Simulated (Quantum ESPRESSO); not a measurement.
# SiF (Pm-3m) in Quantum ESPRESSO: convergence with k mesh

Aim: find how far k mesh must go before the results for SiF settle, at LDA. This setting moves, with any that are tied to it; all else stays.

All numbers are computed with Quantum ESPRESSO 7.5; they aren't measurements. Logs are shortened: lines on timing, memory, paths and dates and some standing lists are left out, and cuts for length are marked.

### Step 1. Starting point

Symmetry: Pm-3m, No. 221, cubic system. Conventional cell: a = 3.029 Å, b = 3.029 Å, c = 3.029 Å, α = 90.00°, β = 90.00°, γ = 90.00°. Si (site symmetry m-3m) is surrounded by 8 F at 2.62 Å. F (site symmetry m-3m) has 8 Si at 2.62 Å as nearest neighbours.

The cell was built by a generator and needn't be a form met in nature.

### Step 2. With k mesh 1 × 1 × 1

pw.in reads:

```
&CONTROL
  calculation = 'scf'
  prefix = 'pwscf'
  outdir = './tmp'
  pseudo_dir = './pseudo'
  tprnfor = .true.
  tstress = .true.
  disk_io = 'nowf'
/
&SYSTEM
  ibrav = 0
  nat = 2
  ntyp = 2
  ecutwfc = 45
  ecutrho = 360
  nbnd = 11
  occupations = 'smearing'
  smearing = 'fd'
  degauss = 0.00367493
/
&ELECTRONS
  conv_thr = 4d-10
  electron_maxstep = 120
  mixing_beta = 0.5
/
ATOMIC_SPECIES
Si    28.0850 si_lda_v1.uspp.F.UPF
F     18.9984 f_lda_v1.4.uspp.F.UPF
CELL_PARAMETERS angstrom
   3.0286000000    0.0000000000    0.0000000000
   0.0000000000    3.0286000000    0.0000000000
   0.0000000000    0.0000000000    3.0286000000
ATOMIC_POSITIONS crystal
Si     0.5000000000    0.5000000000    0.5000000000
F      0.0000000000    0.0000000000    0.0000000000
K_POINTS automatic
1 1 1 0 0 0
```

Potentials or basis: GBRV 1.5 LDA.

On the command line:

```
> OMP_NUM_THREADS=1 pw.x -in pw.in > pw.out
```

Run time: 3.5 s. Hardware: 1 thread of Intel Xeon 6975P-C (Granite Rapids), shared host; peak memory 0.11 GiB.

What came out:

```yaml
Free_energy: -786.8392 eV
Pressure: 23.0 GPa
Band_gap_on_the_k_mesh: none (metal or under the smearing width)
```

### Step 3. With k mesh 3 × 3 × 3

pw.in, as its differences from that of step 2:

```diff
@@ -36,2 +36,2 @@
 K_POINTS automatic
-1 1 1 0 0 0
+3 3 3 0 0 0
```

Potentials or basis: GBRV 1.5 LDA.

On the command line:

```
> OMP_NUM_THREADS=1 pw.x -in pw.in > pw.out
```

It took 3.3 s on 1 thread of Intel Xeon 6975P-C (Granite Rapids), shared host; peak memory 0.11 GiB.

What came out:

| Quantity | Value |
| --- | --- |
| Free energy | -789.8122 eV |
| Pressure | -2.4 GPa |
| Band gap on the k mesh | none (metal or under the smearing width) |

### Step 4. With k mesh 4 × 4 × 4

pw.in, as its differences from that of step 3:

```diff
@@ -36,2 +36,2 @@
 K_POINTS automatic
-3 3 3 0 0 0
+4 4 4 0 0 0
```

On the command line:

```
> OMP_NUM_THREADS=1 pw.x -in pw.in > pw.out
```

Run time: 3.6 s. Hardware: 1 thread of Intel Xeon 6975P-C (Granite Rapids), shared host; peak memory 0.11 GiB.

Results:

* Free energy: -790.3111 eV
* Pressure: -5.8 GPa
* Band gap on the k mesh: none (metal or under the smearing width)

### Step 5. With k mesh 5 × 5 × 5

pw.in, as its differences from that of step 4:

```diff
@@ -36,2 +36,2 @@
 K_POINTS automatic
-4 4 4 0 0 0
+5 5 5 0 0 0
```

On the command line:

```
> OMP_NUM_THREADS=1 pw.x -in pw.in > pw.out
```

It took 4.4 s on 1 thread of Intel Xeon 6975P-C (Granite Rapids), shared host; peak memory 0.11 GiB.

What came out:

```yaml
Free_energy: -790.2970 eV
Pressure: -6.3 GPa
Band_gap_on_the_k_mesh: none (metal or under the smearing width)
```

### Step 6. With k mesh 7 × 7 × 7

pw.in, as its differences from that of step 5:

```diff
@@ -36,2 +36,2 @@
 K_POINTS automatic
-5 5 5 0 0 0
+7 7 7 0 0 0
```

Potentials or basis: GBRV 1.5 LDA.

On the command line:

```
> OMP_NUM_THREADS=1 pw.x -in pw.in > pw.out
```

It took 5.1 s on 1 thread of Intel Xeon 6975P-C (Granite Rapids), shared host; peak memory 0.12 GiB.

It converged, with:

- Free energy: -790.2361 eV
- Pressure: -6.2 GPa
- Band gap on the k mesh: none (metal or under the smearing width)

### Step 7. With k mesh 8 × 8 × 8

pw.in, as its differences from that of step 6:

```diff
@@ -36,2 +36,2 @@
 K_POINTS automatic
-7 7 7 0 0 0
+8 8 8 0 0 0
```

On the command line:

```
> OMP_NUM_THREADS=1 pw.x -in pw.in > pw.out
```

It took 4.9 s on 1 thread of Intel Xeon 6975P-C (Granite Rapids), shared host; peak memory 0.12 GiB.

The run converged. Its results:

```yaml
Free_energy: -790.2523 eV
Pressure: -5.9 GPa
Band_gap_on_the_k_mesh: none (metal or under the smearing width)
```

### Step 8. With k mesh 9 × 9 × 9

pw.in, as its differences from that of step 7:

```diff
@@ -36,2 +36,2 @@
 K_POINTS automatic
-8 8 8 0 0 0
+9 9 9 0 0 0
```

On the command line:

```
> OMP_NUM_THREADS=1 pw.x -in pw.in > pw.out
```

Wall time 6.8 s (1 thread of Intel Xeon 6975P-C (Granite Rapids), shared host); peak memory 0.12 GiB.

Results (log left out):

- Free energy: -790.2159 eV
- Pressure: -5.8 GPa
- Band gap on the k mesh: none (metal or under the smearing width)

### Step 9. With k mesh 11 × 11 × 11

pw.in, as its differences from that of step 8:

```diff
@@ -36,2 +36,2 @@
 K_POINTS automatic
-9 9 9 0 0 0
+11 11 11 0 0 0
```

Potentials or basis: GBRV 1.5 LDA.

On the command line:

```
> OMP_NUM_THREADS=1 pw.x -in pw.in > pw.out
```

Run time: 9.3 s. Hardware: 1 thread of Intel Xeon 6975P-C (Granite Rapids), shared host; peak memory 0.12 GiB.

It converged, with:

```
Free energy            : -790.2420 eV
Pressure               : -5.9 GPa
Band gap on the k mesh : none (metal or under the smearing width)
```

### Step 10. With k mesh 13 × 13 × 13

pw.in, as its differences from that of step 9:

```diff
@@ -36,2 +36,2 @@
 K_POINTS automatic
-11 11 11 0 0 0
+13 13 13 0 0 0
```

Potentials or basis: GBRV 1.5 LDA.

On the command line:

```
> OMP_NUM_THREADS=1 pw.x -in pw.in > pw.out
```

pw.out:

```text
This program is part of the open-source Quantum ESPRESSO suite
     for quantum simulation of materials; please cite
[... 9 lines left out ...]
     --------------------
     sticks:   dense  smooth     PW     G-vecs:    dense   smooth      PW
     Sum         949     481    145                21631     7689    1357

     Using Slab Decomposition

     bravais-lattice index     =            0
     lattice parameter (alat)  =       5.7232  a.u.
     unit-cell volume          =     187.4659 (a.u.)^3
     number of atoms/cell      =            2
     number of atomic types    =            2
     number of electrons       =        11.00
     number of Kohn-Sham states=           11
     kinetic-energy cutoff     =      45.0000  Ry
     charge density cutoff     =     360.0000  Ry
     scf convergence threshold =      4.0E-10
     mixing beta               =       0.5000
     number of iterations used =            8  plain     mixing
     Exchange-correlation=  SLA  PZ   NOGX NOGC
                           (   1   1   0   0   0   0   0)

     celldm(1)=   5.723225  celldm(2)=   0.000000  celldm(3)=   0.000000
     celldm(4)=   0.000000  celldm(5)=   0.000000  celldm(6)=   0.000000

     crystal axes: (cart. coord. in units of alat)
               a(1) = (   1.000000   0.000000   0.000000 )
               a(2) = (   0.000000   1.000000   0.000000 )
               a(3) = (   0.000000   0.000000   1.000000 )

     reciprocal axes: (cart. coord. in units 2 pi/alat)
               b(1) = (  1.000000  0.000000  0.000000 )
               b(2) = (  0.000000  1.000000  0.000000 )
               b(3) = (  0.000000  0.000000  1.000000 )

     PseudoPot. # 1 for Si read from file:
     si_lda_v1.uspp.F.UPF
     Pseudo is Ultrasoft + core correction, Zval =  4.0
     Generated by new atomic code, or converted to UPF format
     Using radial grid of  899 points,  6 beta functions with:
                l(1) =   0
                l(2) =   0
                l(3) =   1
                l(4) =   1
                l(5) =   2
                l(6) =   2
     Q(r) pseudized with  8 coefficients,  rinner =    0.900   0.900   0.900
                                                       0.900   0.900

     PseudoPot. # 2 for F  read from file:
     f_lda_v1.4.uspp.F.UPF
     Pseudo is Ultrasoft, Zval =  7.0
     Generated by new atomic code, or converted to UPF format
     Using radial grid of  799 points,  4 beta functions with:
                l(1) =   0
                l(2) =   0
                l(3) =   1
                l(4) =   1
     Q(r) pseudized with  8 coefficients,  rinner =    0.950   0.950   0.950

     atomic species   valence    mass     pseudopotential
     Si                4.00    28.08500     Si( 1.00)
     F                 7.00    18.99840     F ( 1.00)

     48 Sym. Ops., with inversion, found

   Cartesian axes

     site n.     atom                  positions (alat units)
         1        Si     tau(   1) = (   0.5000000   0.5000000   0.5000000  )
         2        F      tau(   2) = (   0.0000000   0.0000000   0.0000000  )

     number of k points=    84  Fermi-Dirac smearing, width (Ry)=  0.0037
                       cart. coord. in units 2pi/alat
        k(    1) = (   0.0000000   0.0000000   0.0000000), wk =   0.0009103
        k(    2) = (   0.0000000   0.0000000   0.0769231), wk =   0.0054620
        k(    3) = (   0.0000000   0.0000000   0.1538462), wk =   0.0054620
        k(    4) = (   0.0000000   0.0000000   0.2307692), wk =   0.0054620
        k(    5) = (   0.0000000   0.0000000   0.3076923), wk =   0.0054620
        k(    6) = (   0.0000000   0.0000000   0.3846154), wk =   0.0054620
[... 76 lines left out ...]
        k(   83) = (   0.3846154   0.4615385   0.4615385), wk =   0.0218480
        k(   84) = (   0.4615385   0.4615385   0.4615385), wk =   0.0072827

     Dense  grid:    21631 G-vectors     FFT dimensions: (  36,  36,  36)

     Smooth grid:     7689 G-vectors     FFT dimensions: (  25,  25,  25)

     Initial potential from superposition of free atoms

     starting charge      10.9994, renormalised to      11.0000
     Starting wfcs are    8 randomized atomic wfcs +    3 random wfcs

     Self-consistent Calculation

     iteration #  1     ecut=    45.00 Ry     beta= 0.50
     Davidson diagonalization with overlap
     ethr =  1.00E-02,  avg # of iterations =  4.3

     total energy              =     -58.00289048 Ry
     estimated scf accuracy    <       0.19630911 Ry
[... 50 lines left out ...]
     iteration #  9     ecut=    45.00 Ry     beta= 0.50
     Davidson diagonalization with overlap
     ethr =  8.14E-10,  avg # of iterations =  1.4

     End of self-consistent calculation

          k = 0.0000 0.0000 0.0000 (   949 PWs)   bands (ev):

   -17.0748  -2.2212   1.4272   1.4272   1.4272  11.7927  11.7927  11.7927
    12.4887  12.4887  22.4863
[... 413 lines left out ...]
   -16.4933   0.4917   0.5564   0.5564   3.4586   5.8435   5.8435   6.2450
    15.6580  15.7599  15.7599

     the Fermi energy is     6.7016 ev

!    total energy              =     -58.08105129 Ry
     estimated scf accuracy    <          2.0E-10 Ry
     smearing contrib. (-TS)   =      -0.00089695 Ry
     internal energy E=F+TS    =     -58.08015434 Ry

     The total energy is F=E-TS. E is the sum of the following terms:
     one-electron contribution =     -23.06943088 Ry
     hartree contribution      =      18.27097981 Ry
     xc contribution           =     -13.21115408 Ry
     ewald contribution        =     -40.07054919 Ry

     convergence has been achieved in   9 iterations

     Forces acting on atoms (cartesian axes, Ry/au):

     atom    1 type  1   force =     0.00000000    0.00000000    0.00000000
     atom    2 type  2   force =     0.00000000    0.00000000    0.00000000

     Total force =     0.000000     Total SCF correction =     0.000000

     Computing stress (Cartesian axis) and pressure

          total   stress  (Ry/bohr**3)                   (kbar)     P=      -61.44
  -0.00041766   0.00000000   0.00000000          -61.44        0.00        0.00
   0.00000000  -0.00041766   0.00000000            0.00      -61.44        0.00
   0.00000000   0.00000000  -0.00041766            0.00        0.00      -61.44

=------------------------------------------------------------------------------=
   JOB DONE.
=------------------------------------------------------------------------------=
```

Wall time 10 s (1 thread of Intel Xeon 6975P-C (Granite Rapids), shared host); peak memory 0.13 GiB.

What came out:

* Free energy: -790.2330 eV
* Pressure: -6.1 GPa
* Band gap on the k mesh: none (metal or under the smearing width)

### Step 11. Summary

```csv
k mesh,"energy less the tightest run, at zero smearing (meV/atom)",pressure (GPa),SCF cycles,CPU time (s),peak memory (GiB)
1 × 1 × 1,1727.64,23.03,11,3.5,0.11
3 × 3 × 3,217.62,-2.42,10,3.3,0.11
4 × 4 × 4,-39.38,-5.84,9,3.5,0.11
5 × 5 × 5,-31.97,-6.27,9,4.4,0.11
7 × 7 × 7,-0.75,-6.17,9,5.1,0.12
8 × 8 × 8,-10.30,-5.92,9,4.8,0.12
9 × 9 × 9,9.91,-5.84,10,6.8,0.12
11 × 11 × 11,-4.39,-5.93,10,9.2,0.12
13 × 13 × 13,0.00,-6.14,9,10,0.13
```

Not settled before the last step: the energy (to 1 meV/atom), the pressure (to 0.1 GPa). Meshes of other sizes hit other points, so gaps and Fermi surfaces needn't settle smoothly. The tightest run that finished is the yardstick and may itself not be fully converged.

Caveats: an odd number of electrons without spin polarisation forces a metal; a magnetic or distorted state may lie lower.
